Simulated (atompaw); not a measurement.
**Pseudopotential generation for gadolinium: PAW (atompaw), PBEsol**

Task: generate the file, and judge it by its logarithmic derivatives, its ghosts and its cutoff.

Method: atompaw 4.2.0.5, PBEsol, scalar-relativistic.

### 1 The atom and the settings

Typed settings, in words:

```
element                 : gadolinium (Gd, Z = 64)
type                    : PAW
frozen core             : [Kr] 4d10 5s2
valence charge          : 16
reference configuration : 4f7 5p6 5d1 6s1.75 6p0.25
partial waves           : 6s (bound): rc 3.00 bohr; 6s channel at 0.05 Ry: rc 3.00 bohr; 5p (bound): rc 2.60 bohr; 6p (bound): rc 2.25 bohr; 5d (bound): rc 3.00 bohr; 5d channel at 0.15 Ry: rc 2.10 bohr; 4f (bound): rc 1.35 bohr; 4f channel at 0.05 Ry: rc 1.35 bohr
local potential         : troulliermartins scheme with l = 4 at 0.5 Ry, radius 2.65 bohr
core correction         : smooth core density matched at 2.40 bohr
augmentation charge     : sinc compensation charge, radius 2.25 bohr; PAW radius 3.00 bohr; waves and projectors: custom rrkj gramschmidtortho
```

### 2 Generating the potential

Contents of Gd.input:

```
Gd 64
GGA-PBESOL scalarrelativistic loggrid 2001 logderivrange -4 5 226
6 6 5 4 0 0
6 0 1.75
6 1 0.25
5 2 1
4 3 7
0 0 0
c
c
c
c
c
v
c
c
c
v
v
c
c
v
v
3
3.00 2.25 2.65 2.40
y
0.05
n
n
y
0.15
n
y
0.05
n
custom rrkj gramschmidtortho sinc
4 0.5 troulliermartins
3.00
3.00
2.60
2.25
3.00
2.10
1.35
1.35
PWSCFOUT
UPFDX 0.0125d0 UPFXMIN -7.d0 UPFZMESH 64.d0
END
```

Launch:

```bash
$ atompaw < Gd.input > Gd.log
```

**Question.** What will these runs give? Wanted: cutoffs for 10 and 1 mRy, occupied levels; bound ghosts; largest phase difference near zero energy, channels read; lowest eigenvalue of the overlap; share of valence orbitals outside the PAW sphere; UPF file.

As calculated:

| quantity | value |
| --- | --- |
| cutoffs for 10 and 1 mRy, occupied levels | 100 Ry and 160 Ry |
| bound ghosts | s at -39.81 eV |
| largest phase difference near zero energy, channels read | 0.042 rad |
| lowest eigenvalue of the overlap (Bessel basis) | 0.114 (d) |
| share of valence orbitals outside the PAW sphere | 6s 75 %, 5p 2 %, 6p 93 %, 5d 36 %, 4f 0 % |
| UPF file | written |

What this shows: A bound ghost (s) makes it unfit for use: electrons can fall into a state that the atom doesn't have. The potential is hard: the looser tolerance needs 100 Ry. The slowest occupied level is 4f: taken alone it needs 100 Ry to come within 1 mRy, against 21 Ry for 6p. Of the channels read, p scatters worst near zero energy, by up to 0.04 rad. All of this concerns the isolated atom, not yet a solid.
